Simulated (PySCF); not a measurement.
# The bond of GeBr, level by level, part 1 of 2

One job finds the state of GeBr, follows it along the bond with each method and fits the curves.

Computed with PySCF 2.14.0. Level: Ge def2-TZVPPD, Br def2-TZVPPD, no relativity.

### Step 1. Set-up

A driver script around PySCF takes these settings:

```json
{"atoms": "Ge, Br", "charge": "0", "basis": "Ge def2-TZVPPD, Br def2-TZVPPD", "Hamiltonian": "no relativity", "basis functions": "111", "electrons treated": "67", "masses in u": "73.9212, 78.9183", "levels": "PBE0, PBE, r²SCAN, PBEsol, PW91, TPSS, TPSSh, B97-3, ωB97M-V, HF, MP2, SCS-MP2, CCSD, CCSD(T)", "grid": "80 radial by 434 angular points", "occupations": "held fixed by the projection of orbital angular momentum", "dissociation limit": "Ge + Br, each in its ground configuration", "starting distance in angstrom": "2.275", "values of 2S to try": "1, 3"}
```

Launch:

```sh
$ OMP_NUM_THREADS=2 python dia.py task.json out
```

After the search, every level is run at each distance in turn; below they are sorted by level.

### Step 2. State search with unrestricted PBE0

At the starting distance of 2.275 Å the search finds these solutions (others can lie among them):

| 2Ms+1 | unpaired | term | E (eV) | ⟨S²⟩ | ⟨Lz²⟩ | μ (D) |
| --- | --- | --- | --- | --- | --- | --- |
| 2 | π ↑ | ²Π | 0.00 | 0.75 | 1.01 | -1.22 |
| 2 | σ ↑ | ²Σ⁺ | 2.93 | 0.75 | 0.00 | -0.56 |
| 4 | σ ↑, π ↑↑ | ⁴Σ⁻ | 3.17 | 3.75 | 0.00 | -0.24 |
| 2 | σ ↑, π ↑↓ | not assigned | 3.95 | 1.76 | 2.02 | 0.26 |
| 2 | σ ↓, π ↑↑ | not assigned | 4.04 | 1.77 | 0.00 | 0.56 |
| 4 | π ↑↑↑ | ⁴Π | 4.40 | 3.76 | 1.01 | 3.27 |
| 4 | σ ↑↑, π ↑ | ⁴Π | 5.87 | 3.76 | 1.01 | 0.17 |
| 4 | σ ↑, π ↑↑ | not assigned | 6.73 | 3.76 | 2.01 | 2.18 |
| 4 | σ ↑, π ↑↑ | not assigned | 6.95 | 3.76 | 2.02 | 2.20 |

A term symbol stands only where ⟨S²⟩ and ⟨Lz²⟩ are near those of a pure state. A positive dipole means Ge(−)Br(+).

Followed over a short scan are these candidates:

| 2Ms+1 | unpaired | R at minimum (Å) | energy at minimum (eV) |
| --- | --- | --- | --- |
| 2 | π ↑ | 2.33 | 0.00 |
| 4 | σ ↑, π ↑↑ | 2.36 | 3.16 |

The search made 9 SCF attempts at the starting distance; with the short scans it took 31 s of wall time (2 threads of Arm Neoverse V1, shared host).

### Step 3. PBE0 along the bond

State followed: ²Π (doublet), unpaired electrons π ↑. The scan is laid around 2.332 Å.

Output of the SCF at 2.332 Å:

```text
******** <class 'pyscf.dft.uks_symm.SymAdaptedUKS'> ********
method = SymAdaptedUKS
initial guess = minao
damping factor = 0
level_shift factor = 0
DIIS = <class 'pyscf.scf.diis.CDIIS'>
diis_start_cycle = 1
diis_space = 10
diis_damp = 0
SCF conv_tol = 1e-09
SCF conv_tol_grad = None
SCF max_cycles = 60
direct_scf = False
max_memory 4900 MB (current use 976 MB)
number electrons alpha = 34  beta = 33
XC library pyscf.dft.libxc version 7.0.0
    S. Lehtola, C. Steigemann, M. J.T. Oliveira, and M. A.L. Marques.,  SoftwareX 7, 1–5 (2018)
XC functionals = PBE0
    C. Adamo and V. Barone.,  J. Chem. Phys. 110, 6158 (1999)
    M. Ernzerhof and G. E. Scuseria.,  J. Chem. Phys. 110, 5029 (1999)
small_rho_cutoff = 0
Overwritten attributes  get_jk get_k get_j get_occ get_hcore  of <class 'pyscf.dft.uks_symm.SymAdaptedUKS'>
<class 'pyscf.dft.uks_symm.SymAdaptedUKS'> does not have attributes  refdm
Set gradient conv threshold to 3.16228e-05
init E= -4650.58420652475
cycle= 1 E= -4650.6039729088  delta_E= -0.0198  |g|= 0.0173  |ddm|= 0.0581
cycle= 2 E= -4650.60388207275  delta_E= 9.08e-05  |g|= 0.0234  |ddm|= 0.0497
cycle= 3 E= -4650.60419943311  delta_E= -0.000317  |g|= 0.00383  |ddm|= 0.0259
cycle= 4 E= -4650.60420498631  delta_E= -5.55e-06  |g|= 0.000554  |ddm|= 0.00306
cycle= 5 E= -4650.60420514184  delta_E= -1.56e-07  |g|= 0.000206  |ddm|= 0.000648
cycle= 6 E= -4650.60420516035  delta_E= -1.85e-08  |g|= 4.87e-05  |ddm|= 0.00021
cycle= 7 E= -4650.60420516275  delta_E= -2.4e-09  |g|= 2.26e-05  |ddm|= 8.75e-05
cycle= 8 E= -4650.60420516326  delta_E= -5.1e-10  |g|= 4.45e-06  |ddm|= 3.69e-05
Extra cycle  E= -4650.60420516328  delta_E= -2.55e-11  |g|= 4.64e-06  |ddm|= 1.21e-05
converged SCF energy = -4650.60420516328  <S^2> = 0.75451514  2S+1 = 2.0045101
```

Points of the scan, energies from the lowest:

| R (Å) | E (eV) | μ (D) | Mulliken charge of Ge (e) | Mayer bond order | ⟨S²⟩ | HOMO (eV) | LUMO (eV) |
| --- | --- | --- | --- | --- | --- | --- | --- |
| 2.0055 | 1.0141 | 0.38 | 0.07 | 1.32 | 0.75 | -4.58 | -2.63 |
| 2.0988 | 0.4409 | -0.16 | 0.14 | 1.24 | 0.75 | -4.77 | -2.81 |
| 2.1921 | 0.1333 | -0.72 | 0.20 | 1.18 | 0.75 | -4.96 | -2.98 |
| 2.2620 | 0.0275 | -1.14 | 0.23 | 1.14 | 0.75 | -5.10 | -3.10 |
| 2.3320 | 0.0000 | -1.57 | 0.25 | 1.11 | 0.75 | -5.23 | -3.23 |
| 2.4020 | 0.0317 | -1.99 | 0.27 | 1.09 | 0.75 | -5.36 | -3.35 |
| 2.4952 | 0.1402 | -2.54 | 0.29 | 1.07 | 0.75 | -5.54 | -3.50 |
| 2.6118 | 0.3469 | -3.21 | 0.31 | 1.04 | 0.75 | -5.74 | -3.69 |
| 2.7518 | 0.6533 | -3.99 | 0.33 | 1.01 | 0.76 | -5.97 | -3.91 |
| 2.9383 | 1.0986 | -4.96 | 0.37 | 0.97 | 0.76 | -6.24 | -4.17 |

Fit: Re = 2.326 Å, ωe = 295.9 cm⁻¹, ωexe = 0.725 cm⁻¹, αe = 0.000295 cm⁻¹, Be = 0.08162 cm⁻¹, De = 3.72 eV, μ = -1.53 D.

Orbitals nearest the gap at 2.332 Å:

| spin | orbital | ε (eV) | filled | made of |
| --- | --- | --- | --- | --- |
| β | σ | -21.48 | yes | Br s 95 % |
| α | σ | -13.90 | yes | Ge s 76 %, Br p 18 % |
| β | σ | -13.17 | yes | Ge s 68 %, Br p 25 % |
| α | π | -8.99 | yes | Br p 87 %, Ge p 11 % |
| α | σ | -8.97 | yes | Br p 54 %, Ge p 24 %, Ge s 20 % |
| α | π | -8.91 | yes | Br p 90 % |
| β | π | -8.89 | yes | Br p 92 % |
| β | σ | -8.66 | yes | Br p 49 %, Ge s 27 %, Ge p 23 % |
| β | π | -8.66 | yes | Br p 94 % |
| α | π | -5.23 | yes | Ge p 87 %, Br p 11 % |
| α | π | -3.23 | no | Ge p 88 %, Br p 8 % |
| β | π | -2.90 | no | Ge p 87 % |
| β | π | -2.03 | no | Ge p 85 % |
| α | σ | -0.69 | no | Ge p 43 %, Br p 19 %, Br s 16 % |

Polarisability there: 78.2 bohr³ along the bond, 48.9 across it.

### Step 4. Orbitals, density and potential

The fields below are evaluated on a grid from the run's orbitals.

Frontier orbitals at PBE0 (alpha spin), with the share of their density that lies nearest to each atom:

| orbital | energy (eV) | lies on |
| --- | --- | --- |
| HOMO-1 | -8.91 | Br2 91 %; Ge1 9 % |
| HOMO | -5.23 | Ge1 85 %; Br2 15 % |
| LUMO | -3.23 | Ge1 88 %; Br2 12 % |

ELF in a plane through or near 2 of the atoms.

Ten even steps from '0' (0.00) to '9' (0.98):
```
0001346787631000000000000000
0014779999852000001110000000
0036899999863000123332100000
0157999999973111356654220000
0258999999974112467765321000
0258999999974224788887542000
0258999876654346788887652100
0147888522223557633588763100
0147886246622566245258763100
0136775276541575267537764100
0136775275541575267537764100
0147886246622566245258763100
0147888522223557643588763100
0258999876664346788887652100
0258999999974224788887542000
0258999999974112467765321000
0157999999973111356654220000
0036899999863000123332100000
0014789999852000001110000000
0001346787631000000000000000
```
The map spans 7.5 Å across and 5.2 Å up, centred on the molecule. Atoms in the plane (x, y in Å): Ge1 (-1.2, 0.0), Br2 (1.2, 0.0).

On the surface of density 0.002 e/bohr³ the electrostatic potential runs, from the 1st to the 99th percentile, from -0.48 V near Br2 to 2.22 V near Ge1.

The spin density lies nearest to Ge1 90 %; Br2 10 %.

### Step 5. Excited determinants

State 2: ⁴Σ⁻ (quartet), unpaired electrons σ ↑, π ↑↑, an excited solution.

Log of the SCF at 2.332 Å:

```text
[... 13 set-up lines left out, the same as in an earlier log ...]
max_memory 4900 MB (current use 1049 MB)
number electrons alpha = 35  beta = 32
[... 7 set-up lines left out, the same as in an earlier log ...]
init E= -4650.46578576365
cycle= 1 E= -4650.48769694331  delta_E= -0.0219  |g|= 0.0132  |ddm|= 0.0542
cycle= 2 E= -4650.48774045082  delta_E= -4.35e-05  |g|= 0.0131  |ddm|= 0.0255
cycle= 3 E= -4650.48783763198  delta_E= -9.72e-05  |g|= 0.00137  |ddm|= 0.0117
cycle= 4 E= -4650.487840652  delta_E= -3.02e-06  |g|= 0.00072  |ddm|= 0.00322
cycle= 5 E= -4650.48784175678  delta_E= -1.1e-06  |g|= 0.000252  |ddm|= 0.00295
cycle= 6 E= -4650.48784178917  delta_E= -3.24e-08  |g|= 9.39e-05  |ddm|= 0.000407
cycle= 7 E= -4650.48784179276  delta_E= -3.59e-09  |g|= 2.21e-05  |ddm|= 0.000147
cycle= 8 E= -4650.48784179302  delta_E= -2.56e-10  |g|= 1.3e-05  |ddm|= 3.95e-05
Extra cycle  E= -4650.48784179293  delta_E= 8.64e-11  |g|= 2.1e-05  |ddm|= 3.93e-05
converged SCF energy = -4650.48784179293  <S^2> = 3.7547982  2S+1 = 4.0023984
```

Re = 2.349 Å, ωe = 240.6 cm⁻¹, ωexe = 2.23 cm⁻¹, αe = 0.000612 cm⁻¹, Be = 0.08004 cm⁻¹, μ = -0.31 D. Its minimum lies 3.17 eV above that of the lowest state.

Energy (eV) from the lowest point of the lowest state:

| R (Å) | lowest | state 2 |
| --- | --- | --- |
| 2.006 | 1.014 | 4.123 |
| 2.099 | 0.441 | 3.587 |
| 2.192 | 0.133 | 3.303 |
| 2.262 | 0.027 | 3.202 |
| 2.332 | 0.000 | 3.166 |
| 2.402 | 0.032 | 3.175 |
| 2.495 | 0.140 | 3.229 |
| 2.612 | 0.347 | 3.326 |
| 2.752 | 0.653 | 3.443 |
| 2.938 | 1.099 | 3.564 |

### Step 6. PBE (GGA)

The SCF at the reference distance, 2.332 Å, printed:

```text
[... 17 set-up lines left out, the same as in an earlier log ...]
XC functionals = PBE
    J. P. Perdew, K. Burke, and M. Ernzerhof.,  Phys. Rev. Lett. 77, 3865 (1996)
    J. P. Perdew, K. Burke, and M. Ernzerhof.,  Phys. Rev. Lett. 78, 1396 (1997)
    J. P. Perdew, K. Burke, and M. Ernzerhof.,  Phys. Rev. Lett. 77, 3865 (1996)
    J. P. Perdew, K. Burke, and M. Ernzerhof.,  Phys. Rev. Lett. 78, 1396 (1997)
[... 2 set-up lines left out, the same as in an earlier log ...]
init E= -4650.46299100553
cycle= 1 E= -4650.46452339284  delta_E= -0.00153  |g|= 0.0863  |ddm|= 0.118
cycle= 2 E= -4650.4614739763  delta_E= 0.00305  |g|= 0.116  |ddm|= 0.126
cycle= 3 E= -4650.4653387767  delta_E= -0.00386  |g|= 0.0306  |ddm|= 0.111
cycle= 4 E= -4650.46594683994  delta_E= -0.000608  |g|= 0.00235  |ddm|= 0.0312
cycle= 5 E= -4650.4659483575  delta_E= -1.52e-06  |g|= 0.000411  |ddm|= 0.00259
cycle= 6 E= -4650.46594850296  delta_E= -1.45e-07  |g|= 0.000149  |ddm|= 0.00081
cycle= 7 E= -4650.46594851906  delta_E= -1.61e-08  |g|= 4.37e-05  |ddm|= 0.000196
cycle= 8 E= -4650.46594852059  delta_E= -1.53e-09  |g|= 1.33e-05  |ddm|= 6.67e-05
cycle= 9 E= -4650.46594852073  delta_E= -1.37e-10  |g|= 1.91e-06  |ddm|= 2.19e-05
Extra cycle  E= -4650.46594852073  delta_E= 9.09e-13  |g|= 4e-06  |ddm|= 6.88e-06
converged SCF energy = -4650.46594852073  <S^2> = 0.75306688  2S+1 = 2.0030645
```

Re = 2.347 Å, ωe = 284.7 cm⁻¹, ωexe = 0.732 cm⁻¹, αe = 0.000299 cm⁻¹, Be = 0.08021 cm⁻¹, De = 3.89 eV, μ = -1.42 D.

### Step 7. r²SCAN (meta-GGA)

Log of the SCF at 2.332 Å:

```text
[... 17 set-up lines left out, the same as in an earlier log ...]
XC functionals = R2SCAN
    J. W. Furness, A. D. Kaplan, J. Ning, J. P. Perdew, and J. Sun.,  J. Phys. Chem. Lett. 11, 8208-8215 (2020)
    J. W. Furness, A. D. Kaplan, J. Ning, J. P. Perdew, and J. Sun.,  J. Phys. Chem. Lett. 11, 9248-9248 (2020)
    J. W. Furness, A. D. Kaplan, J. Ning, J. P. Perdew, and J. Sun.,  J. Phys. Chem. Lett. 11, 8208-8215 (2020)
    J. W. Furness, A. D. Kaplan, J. Ning, J. P. Perdew, and J. Sun.,  J. Phys. Chem. Lett. 11, 9248-9248 (2020)
[... 2 set-up lines left out, the same as in an earlier log ...]
init E= -4651.1353295069
cycle= 1 E= -4651.13655260361  delta_E= -0.00122  |g|= 0.0137  |ddm|= 0.093
cycle= 2 E= -4651.13625474191  delta_E= 0.000298  |g|= 0.0248  |ddm|= 0.043
cycle= 3 E= -4651.13666507884  delta_E= -0.00041  |g|= 0.00451  |ddm|= 0.0288
cycle= 4 E= -4651.13666927449  delta_E= -4.2e-06  |g|= 0.000566  |ddm|= 0.00258
cycle= 5 E= -4651.13666943047  delta_E= -1.56e-07  |g|= 0.000289  |ddm|= 0.00115
cycle= 6 E= -4651.13666949869  delta_E= -6.82e-08  |g|= 8.77e-05  |ddm|= 0.000538
cycle= 7 E= -4651.13666950726  delta_E= -8.57e-09  |g|= 1.48e-05  |ddm|= 0.000181
cycle= 8 E= -4651.13666950763  delta_E= -3.61e-10  |g|= 3.98e-06  |ddm|= 5.1e-05
Extra cycle  E= -4651.13666950762  delta_E= 5.46e-12  |g|= 5.69e-06  |ddm|= 1.14e-05
converged SCF energy = -4651.13666950762  <S^2> = 0.75658509  2S+1 = 2.0065743
```

Re = 2.325 Å, ωe = 295.4 cm⁻¹, ωexe = 0.737 cm⁻¹, αe = 0.000299 cm⁻¹, Be = 0.08172 cm⁻¹, De = 3.82 eV, μ = -1.35 D.

### Step 8. PBEsol

Log of the SCF at 2.332 Å:

```text
[... 13 set-up lines left out, the same as in an earlier log ...]
max_memory 4900 MB (current use 1050 MB)
[... 3 set-up lines left out, the same as in an earlier log ...]
XC functionals = PBEsol
    J. P. Perdew, A. Ruzsinszky, G. I. Csonka, O. A. Vydrov, G. E. Scuseria, L. A. Constantin, X. Zhou, and K. Burke.,  Phys. Rev. Lett. 100, 136406 (2008)
    J. P. Perdew, A. Ruzsinszky, G. I. Csonka, O. A. Vydrov, G. E. Scuseria, L. A. Constantin, X. Zhou, and K. Burke.,  Phys. Rev. Lett. 100, 136406 (2008)
[... 2 set-up lines left out, the same as in an earlier log ...]
init E= -4647.29809207687
cycle= 1 E= -4647.30008421952  delta_E= -0.00199  |g|= 0.117  |ddm|= 0.129
cycle= 2 E= -4647.2959322291  delta_E= 0.00415  |g|= 0.15  |ddm|= 0.149
cycle= 3 E= -4647.30135557013  delta_E= -0.00542  |g|= 0.0379  |ddm|= 0.133
cycle= 4 E= -4647.30234868133  delta_E= -0.000993  |g|= 0.004  |ddm|= 0.0401
cycle= 5 E= -4647.30235201996  delta_E= -3.34e-06  |g|= 0.000587  |ddm|= 0.00364
cycle= 6 E= -4647.30235232988  delta_E= -3.1e-07  |g|= 0.000206  |ddm|= 0.00118
cycle= 7 E= -4647.30235236014  delta_E= -3.03e-08  |g|= 6.38e-05  |ddm|= 0.000276
cycle= 8 E= -4647.30235236342  delta_E= -3.28e-09  |g|= 1.34e-05  |ddm|= 8.88e-05
cycle= 9 E= -4647.30235236353  delta_E= -1.14e-10  |g|= 2.43e-06  |ddm|= 2.44e-05
Extra cycle  E= -4647.30235236353  delta_E= 2.73e-12  |g|= 5.58e-06  |ddm|= 9.31e-06
converged SCF energy = -4647.30235236353  <S^2> = 0.75291812  2S+1 = 2.002916
```

Re = 2.323 Å, ωe = 294.4 cm⁻¹, ωexe = 0.740 cm⁻¹, αe = 0.000300 cm⁻¹, Be = 0.08186 cm⁻¹, De = 4.13 eV, μ = -1.27 D. 23 s of CPU time for 12 points, integrals apart.

### Step 9. PW91 (GGA)

Log of the SCF at 2.332 Å:

```text
[... 17 set-up lines left out, the same as in an earlier log ...]
XC functionals = PW91,PW91
    J. P. Perdew. In P. Ziesche and H. Eschrig, editors, Proceedings of the 75. WE-Heraeus-Seminar and 21st Annual International Symposium on Electronic Structure of Solids, 11. Berlin, 1991. Akademie Verlag.
    J. P. Perdew, J. A. Chevary, S. H. Vosko, K. A. Jackson, M. R. Pederson, D. J. Singh, and C. Fiolhais.,  Phys. Rev. B 46, 6671 (1992)
    J. P. Perdew, J. A. Chevary, S. H. Vosko, K. A. Jackson, M. R. Pederson, D. J. Singh, and C. Fiolhais.,  Phys. Rev. B 48, 4978 (1993)
    J. P. Perdew. In P. Ziesche and H. Eschrig, editors, Proceedings of the 75. WE-Heraeus-Seminar and 21st Annual International Symposium on Electronic Structure of Solids, 11. Berlin, 1991. Akademie Verlag.
    J. P. Perdew, J. A. Chevary, S. H. Vosko, K. A. Jackson, M. R. Pederson, D. J. Singh, and C. Fiolhais.,  Phys. Rev. B 46, 6671 (1992)
    J. P. Perdew, J. A. Chevary, S. H. Vosko, K. A. Jackson, M. R. Pederson, D. J. Singh, and C. Fiolhais.,  Phys. Rev. B 48, 4978 (1993)
[... 2 set-up lines left out, the same as in an earlier log ...]
init E= -4651.45864771085
cycle= 1 E= -4651.46082034456  delta_E= -0.00217  |g|= 0.0746  |ddm|= 0.142
cycle= 2 E= -4651.45843452282  delta_E= 0.00239  |g|= 0.0996  |ddm|= 0.111
cycle= 3 E= -4651.46137359422  delta_E= -0.00294  |g|= 0.0286  |ddm|= 0.0995
cycle= 4 E= -4651.46190287677  delta_E= -0.000529  |g|= 0.00257  |ddm|= 0.0294
cycle= 5 E= -4651.46190437975  delta_E= -1.5e-06  |g|= 0.000382  |ddm|= 0.00262
cycle= 6 E= -4651.4619044965  delta_E= -1.17e-07  |g|= 0.000156  |ddm|= 0.000754
cycle= 7 E= -4651.46190451397  delta_E= -1.75e-08  |g|= 4.37e-05  |ddm|= 0.000199
cycle= 8 E= -4651.46190451551  delta_E= -1.54e-09  |g|= 1.44e-05  |ddm|= 6.92e-05
cycle= 9 E= -4651.46190451568  delta_E= -1.63e-10  |g|= 1.7e-06  |ddm|= 2.23e-05
Extra cycle  E= -4651.46190451566  delta_E= 2e-11  |g|= 3.76e-06  |ddm|= 6.3e-06
converged SCF energy = -4651.46190451566  <S^2> = 0.7530125  2S+1 = 2.0030102
```

Re = 2.345 Å, ωe = 284.9 cm⁻¹, ωexe = 0.731 cm⁻¹, αe = 0.000300 cm⁻¹, Be = 0.08030 cm⁻¹, De = 3.92 eV, μ = -1.44 D. 23 s of CPU time for 12 points, integrals apart.

### Step 10. TPSS (meta-GGA)

Output of the SCF at 2.332 Å:

```text
[... 17 set-up lines left out, the same as in an earlier log ...]
XC functionals = TPSS
    J. Tao, J. P. Perdew, V. N. Staroverov, and G. E. Scuseria.,  Phys. Rev. Lett. 91, 146401 (2003)
    J. P. Perdew, J. Tao, V. N. Staroverov, and G. E. Scuseria.,  J. Chem. Phys. 120, 6898 (2004)
    J. Tao, J. P. Perdew, V. N. Staroverov, and G. E. Scuseria.,  Phys. Rev. Lett. 91, 146401 (2003)
    J. P. Perdew, J. Tao, V. N. Staroverov, and G. E. Scuseria.,  J. Chem. Phys. 120, 6898 (2004)
[... 2 set-up lines left out, the same as in an earlier log ...]
init E= -4651.03879597183
cycle= 1 E= -4651.03992517361  delta_E= -0.00113  |g|= 0.0978  |ddm|= 0.0829
cycle= 2 E= -4651.03860875495  delta_E= 0.00132  |g|= 0.119  |ddm|= 0.0995
cycle= 3 E= -4651.0410314932  delta_E= -0.00242  |g|= 0.0157  |ddm|= 0.0744
cycle= 4 E= -4651.04122821101  delta_E= -0.000197  |g|= 0.00388  |ddm|= 0.0201
cycle= 5 E= -4651.04123118588  delta_E= -2.97e-06  |g|= 0.000323  |ddm|= 0.00221
cycle= 6 E= -4651.04123129238  delta_E= -1.07e-07  |g|= 7.66e-05  |ddm|= 0.000649
cycle= 7 E= -4651.04123129632  delta_E= -3.94e-09  |g|= 2.87e-05  |ddm|= 0.000116
cycle= 8 E= -4651.04123129695  delta_E= -6.24e-10  |g|= 6.23e-06  |ddm|= 3.46e-05
Extra cycle  E= -4651.04123129694  delta_E= 1.09e-11  |g|= 8.17e-06  |ddm|= 1.37e-05
converged SCF energy = -4651.04123129694  <S^2> = 0.7538756  2S+1 = 2.0038719
```

Re = 2.342 Å, ωe = 285.6 cm⁻¹, ωexe = 0.720 cm⁻¹, αe = 0.000299 cm⁻¹, Be = 0.08050 cm⁻¹, De = 3.82 eV, μ = -1.45 D.

### Step 11. TPSSh (hybrid meta-GGA)

The SCF at the reference distance, 2.332 Å, printed:

```text
[... 17 set-up lines left out, the same as in an earlier log ...]
XC functionals = TPSSH
    V. N. Staroverov, G. E. Scuseria, J. Tao, and J. P. Perdew.,  J. Chem. Phys. 119, 12129 (2003)
[... 2 set-up lines left out, the same as in an earlier log ...]
init E= -4651.03834202607
cycle= 1 E= -4651.03886059184  delta_E= -0.000519  |g|= 0.0586  |ddm|= 0.0568
cycle= 2 E= -4651.03869166574  delta_E= 0.000169  |g|= 0.0651  |ddm|= 0.0503
cycle= 3 E= -4651.03927396953  delta_E= -0.000582  |g|= 0.00331  |ddm|= 0.0298
cycle= 4 E= -4651.03927848714  delta_E= -4.52e-06  |g|= 0.00191  |ddm|= 0.00539
cycle= 5 E= -4651.03928067764  delta_E= -2.19e-06  |g|= 0.000111  |ddm|= 0.00191
cycle= 6 E= -4651.03928068264  delta_E= -5e-09  |g|= 3.57e-05  |ddm|= 0.000191
cycle= 7 E= -4651.03928068385  delta_E= -1.21e-09  |g|= 5.73e-06  |ddm|= 6.87e-05
cycle= 8 E= -4651.03928068389  delta_E= -3.73e-11  |g|= 3.24e-06  |ddm|= 1.53e-05
Extra cycle  E= -4651.03928068389  delta_E= -9.09e-13  |g|= 4.08e-06  |ddm|= 7.46e-06
converged SCF energy = -4651.03928068389  <S^2> = 0.75434664  2S+1 = 2.0043419
```

Re = 2.334 Å, ωe = 290.1 cm⁻¹, ωexe = 0.719 cm⁻¹, αe = 0.000297 cm⁻¹, Be = 0.08105 cm⁻¹, De = 3.75 eV, μ = -1.50 D. 72 s of CPU time for 12 points, integrals apart.

### Step 12. B97-3 (global hybrid GGA)

The SCF at the reference distance, 2.332 Å, printed:

```text
[... 17 set-up lines left out, the same as in an earlier log ...]
XC functionals = HYB_GGA_XC_B97_3
    T. W. Keal and D. J. Tozer.,  J. Chem. Phys. 123, 121103 (2005)
[... 2 set-up lines left out, the same as in an earlier log ...]
init E= -4650.76067254886
cycle= 1 E= -4650.76113485392  delta_E= -0.000462  |g|= 0.0253  |ddm|= 0.0932
cycle= 2 E= -4650.76113102758  delta_E= 3.83e-06  |g|= 0.0228  |ddm|= 0.0274
cycle= 3 E= -4650.76121936057  delta_E= -8.83e-05  |g|= 0.00219  |ddm|= 0.0129
cycle= 4 E= -4650.76122230306  delta_E= -2.94e-06  |g|= 0.000917  |ddm|= 0.00311
cycle= 5 E= -4650.76122262621  delta_E= -3.23e-07  |g|= 0.000135  |ddm|= 0.000878
cycle= 6 E= -4650.7612226403  delta_E= -1.41e-08  |g|= 4.15e-05  |ddm|= 0.000401
cycle= 7 E= -4650.76122264277  delta_E= -2.46e-09  |g|= 1.1e-05  |ddm|= 0.000114
cycle= 8 E= -4650.76122264303  delta_E= -2.67e-10  |g|= 5.64e-06  |ddm|= 3.57e-05
Extra cycle  E= -4650.76122264304  delta_E= -9.09e-12  |g|= 6.19e-06  |ddm|= 1.3e-05
converged SCF energy = -4650.76122264304  <S^2> = 0.75385149  2S+1 = 2.0038478
```

Re = 2.343 Å, ωe = 290.2 cm⁻¹, ωexe = 0.727 cm⁻¹, αe = 0.000294 cm⁻¹, Be = 0.08049 cm⁻¹, De = 3.68 eV, μ = -1.64 D. 47 s of CPU time for 12 points, integrals apart.

### Step 13. ωB97M-V

The SCF at the reference distance, 2.332 Å, printed:

```text
[... 13 set-up lines left out, the same as in an earlier log ...]
max_memory 4900 MB (current use 1051 MB)
[... 3 set-up lines left out, the same as in an earlier log ...]
XC functionals = WB97M_V
    N. Mardirossian and M. Head-Gordon.,  J. Chem. Phys. 144, 214110 (2016)
** Following is NLC and NLC Grids **
NLC functional = WB97M_V
[... 2 set-up lines left out, the same as in an earlier log ...]
init E= -4650.90650035542
cycle= 1 E= -4650.90788381528  delta_E= -0.00138  |g|= 0.0122  |ddm|= 0.109
cycle= 2 E= -4650.90794894172  delta_E= -6.51e-05  |g|= 0.0102  |ddm|= 0.0261
cycle= 3 E= -4650.90797033674  delta_E= -2.14e-05  |g|= 0.00173  |ddm|= 0.00576
cycle= 4 E= -4650.90797388687  delta_E= -3.55e-06  |g|= 0.000568  |ddm|= 0.00406
cycle= 5 E= -4650.90797426076  delta_E= -3.74e-07  |g|= 0.000208  |ddm|= 0.000914
cycle= 6 E= -4650.90797438453  delta_E= -1.24e-07  |g|= 8.14e-05  |ddm|= 0.000667
cycle= 7 E= -4650.90797439988  delta_E= -1.54e-08  |g|= 3.4e-05  |ddm|= 0.00022
cycle= 8 E= -4650.90797440275  delta_E= -2.87e-09  |g|= 1.04e-05  |ddm|= 9.91e-05
cycle= 9 E= -4650.90797440311  delta_E= -3.6e-10  |g|= 4.32e-06  |ddm|= 3.45e-05
Extra cycle  E= -4650.90797440317  delta_E= -5.09e-11  |g|= 3.22e-06  |ddm|= 1.02e-05
converged SCF energy = -4650.90797440317  <S^2> = 0.7530186  2S+1 = 2.0030163
```

Re = 2.325 Å, ωe = 297.0 cm⁻¹, ωexe = 0.720 cm⁻¹, αe = 0.000294 cm⁻¹, Be = 0.08169 cm⁻¹, De = 3.63 eV, μ = -1.71 D.

(Continued in part 2 of 2.)
